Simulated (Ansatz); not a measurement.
# PbO: the cost of one run

The runs shown are made with Ansatz 0.2.0. Linear response, PAW datasets, plane waves. (Calculated; spin-unpolarised; the phase may be known or hypothetical.)

## Step 1: Starting point

The cell was relaxed beforehand with PBEsol.

It is hexagonal, P6_3mc (No. 186); a = 4.171 Å, c = 5.598 Å in the conventional setting, 21.08 Å³ an atom. Around Pb lie 4 O at 2.34–2.45 Å; around O lie 4 Pb at 2.34–2.45 Å.

Coordinates:

```xyz
4
Lattice="4.1708 0.0000 0.0000 -2.0854 3.6120 0.0000 0.0000 0.0000 5.5983" Properties=species:S:1:pos:R:3 pbc="T T T"
Pb    0.0000    2.4080   -0.1180
Pb    2.0854    1.2040    2.6812
O     0.0000    2.4080    2.2174
O     2.0854    1.2040    5.0165
```

## Step 2: Zone-centre modes, PBEsol

File input.yaml:

```yaml
crystal:
  lattice:
    - [4.1707561058, 0.0, 0.0]
    - [-2.0853780529, 3.6119807406, 0.0]
    - [0.0, 0.0, 5.5983243765]
  atoms:
    - { symbol: Pb, position: [0.3333333333, 0.6666666667, -0.0210792168] }
    - { symbol: Pb, position: [0.6666666667, 0.3333333333, 0.4789207832] }
    - { symbol: O, position: [0.3333333333, 0.6666666667, 0.3960792168] }
    - { symbol: O, position: [0.6666666667, 0.3333333333, 0.8960792168] }
kpoints:
  mp_grid: { grid: [6, 6, 4] }
hamiltonian:
  xc: pbesol
scf:
  occupations: { method: fixed }
phonons:
  method: dfpt
  dielectric: true
  qpoints: [[0, 0, 0]]
  rigid_motions: translations
```

Launch:

```
$ ansatz run input.yaml --threads 2 --pin off --max-ram 2211MiB --backend cpu --events-out ev --progress --plain --runs-dir out
```

What time and memory should one allow on 2 threads of Arm Neoverse N1, shared host?

About 3.9 min, with a peak of 1.2 GiB.
